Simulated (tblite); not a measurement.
# C6H9BClF: the cost of one run

Computed with tblite 0.8.0 and PySCF 2.14.0, with density-fitted response routines of our own, on a single molecule in the gas phase. Atoms count from 0, in the outputs and in this text.

### Step 1. The starting structure

18 atoms, charge 0, multiplicity 1; geometry from: force field or distance geometry start.

Bonds of the start (Å): C0–C1 1.55, C1–C2 1.53, C2–C3 1.54, C3–B4 1.61, B4–Cl5 1.84, B4–C6 1.62, C6–C7 1.52, C7–F8 1.39, C6–C1 1.53, C7–C2 1.53, C0–H9 1.10, C0–H10 1.11, C0–H11 1.10, C1–H12 1.14, C2–H13 1.11, C3–H14 1.11, C3–H15 1.13, C6–H16 1.11, C7–H17 1.13.

### Step 2. Relaxing the molecule with GFN2-xTB

Job settings and geometry (Å):

```
{"job": {"kind": "relax", "xc": "GFN2-xTB", "basis": "xTB"}, "charge": 0, "multiplicity": 1}
C      2.006800    -0.433400    -0.553000
C      0.759500     0.018600     0.248600
C     -0.458200    -0.892800     0.135500
C     -1.411200    -0.255300     1.162100
B     -1.210100     1.290400     0.754300
Cl    -0.834400     2.565400     2.024200
C     -0.164400     1.015100    -0.446600
C     -0.884800    -0.133300    -1.126700
F     -0.241200    -0.575300    -2.277200
H      2.430000     0.434200    -1.089200
H      1.772400    -1.246100    -1.273400
H      2.764700    -0.825600     0.146700
H      1.076100     0.282100     1.309400
H     -0.339200    -1.993400     0.094500
H     -2.464800    -0.585900     1.028900
H     -1.078900    -0.459700     2.224500
H      0.259100     1.837100    -1.055300
H     -1.990100    -0.035700    -1.319000
```

On the command line:

```sh
$ OMP_NUM_THREADS=1 python probes_run.py task.json out
```

One launch serves the whole session: the jobs run in the order shown.

**Question.** How long does this first job take on 1 thread of Arm Neoverse N1, shared host?

About 1.1 s.
